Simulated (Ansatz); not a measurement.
# ClF3MoO: up Jacob's ladder to CCSD(T)

One table from this session's results is given with a row withheld; the runs are named, their logs left out.

Method: functionals in def2-TZVPP, the program's frozen cores in correlated methods; program: Ansatz 0.2.0, Gaussian basis.

The runs, in order: LDA (SPW92), PBE-D4, revPBE-D4, BLYP-D4, r2SCAN-D4, B97M-V, PBE0-D4, B3LYP-D4, r2SCANh-D4, r2SCAN0-D4, HSE06-D4, BHLYP-D4, CAM-B3LYP-D4, LC-ωPBE, ωB97X-V, ωB97M-V, B2PLYP, PBE-QIDH; CCSD(T)/def2-SVP; CCSD(T)/def2-TZVPP; MP2/def2-QZVPP; extrapolation to the limit; RPA on PBE.

### Structure used throughout

An earlier PBE0-D4 in a triple-zeta def2 set relaxation fixed the geometry. Mo takes the def2 core potential; no spin-orbit term is included.

SMILES `[O]=[Mo]([F])([F])([F])[Cl]`, 6 atoms, charge 0, spin multiplicity 1.

Atoms are counted from 1 here; the program's logs count them from 0.

Bond lengths: O1–Mo2 1.639 Å, Mo2–F3 1.837 Å, Mo2–F4 1.836 Å, Mo2–F5 1.837 Å, Mo2–Cl6 2.257 Å. Angles: O1–Mo2–F3 103.4°, O1–Mo2–F4 108.3°, O1–Mo2–F5 103.4°, O1–Mo2–Cl6 106.0°, F3–Mo2–F4 84.7°, F3–Mo2–F5 153.2°, F3–Mo2–Cl6 87.5°, F4–Mo2–F5 84.7°, F4–Mo2–Cl6 145.7°, F5–Mo2–Cl6 87.5°.

As a file:

| atom | x (Å) | y (Å) | z (Å) |
| --- | --- | --- | --- |
| O1 | -0.8439 | 0.0161 | -1.4885 |
| Mo2 | -0.0148 | -0.0629 | -0.0771 |
| F3 | -1.2822 | -0.6230 | 1.1288 |
| F4 | 0.6591 | -1.7619 | 0.1009 |
| F5 | 1.6990 | 0.3820 | -0.5661 |
| Cl6 | -0.1749 | 1.9858 | 0.8560 |

Set-up of the first run:

in.yaml reads:

```yaml
crystal:
  periodic: [false, false, false]
  atoms:
    - {symbol: O, position_ang: [-0.843872, 0.016061, -1.488484]}
    - {symbol: Mo, position_ang: [-0.014839, -0.062916, -0.077131]}
    - {symbol: F, position_ang: [-1.282239, -0.623000, 1.128810]}
    - {symbol: F, position_ang: [0.659075, -1.761896, 0.100866]}
    - {symbol: F, position_ang: [1.698998, 0.381967, -0.566140]}
    - {symbol: Cl, position_ang: [-0.174922, 1.985786, 0.855978]}
basis:
  gaussian: {orbitals: def2-TZVPP}
hamiltonian: {xc: lda}
output: {orbitals: {seedname: orbitals}}
```

Among the steps run: LDA; PBE-D4 (GGA); revPBE-D4 (GGA); BLYP-D4 (GGA); r2SCAN-D4 (meta-GGA); B97M-V (meta-GGA); PBE0-D4 (hybrid); B3LYP-D4 (hybrid); r2SCANh-D4 (hybrid); r2SCAN0-D4 (hybrid); HSE06-D4 (hybrid); BHLYP-D4 (hybrid); CAM-B3LYP-D4 (range-separated); LC-ωPBE-D4 (range-separated; the results give it without D4); ωB97X-V (range-separated); ωB97M-V (range-separated); B2PLYP (double hybrid); PBE-QIDH (double hybrid).

One of the session's tables, all rows but one given; the rest of the session is left out.

It belongs to the step «Orbital energies across the functionals». 

| functional | HOMO (eV) | LUMO (eV) | gap (eV) |
| --- | --- | --- | --- |
| LDA (SPW92) | -8.91 | -5.94 | 2.97 |
| PBE-D4 | -8.68 | -5.68 | 3.00 |
| revPBE-D4 | ? | ? | ? |
| BLYP-D4 | -8.54 | -5.60 | 2.94 |
| r2SCAN-D4 | -9.09 | -5.79 | 3.29 |
| B97M-V | -9.16 | -5.78 | 3.38 |
| PBE0-D4 | -10.19 | -5.11 | 5.07 |
| B3LYP-D4 | -9.92 | -5.33 | 4.58 |
| r2SCANh-D4 | -9.64 | -5.56 | 4.08 |
| r2SCAN0-D4 | -10.47 | -5.17 | 5.29 |
| HSE06-D4 | -9.78 | -5.49 | 4.29 |
| BHLYP-D4 | -11.57 | -4.35 | 7.21 |
| CAM-B3LYP-D4 | -11.56 | -4.07 | 7.49 |
| LC-ωPBE | -12.90 | -2.86 | 10.04 |
| ωB97X-V | -12.54 | -2.93 | 9.61 |
| ωB97M-V | -12.41 | -2.93 | 9.48 |

Q: Estimate the row for revPBE-D4 from the others.

As computed: HOMO (eV): -8.59; LUMO (eV): -5.58; gap (eV): 3.01. In the column «HOMO (eV)» it lies between PBE-D4 (-8.68) and BLYP-D4 (-8.54).
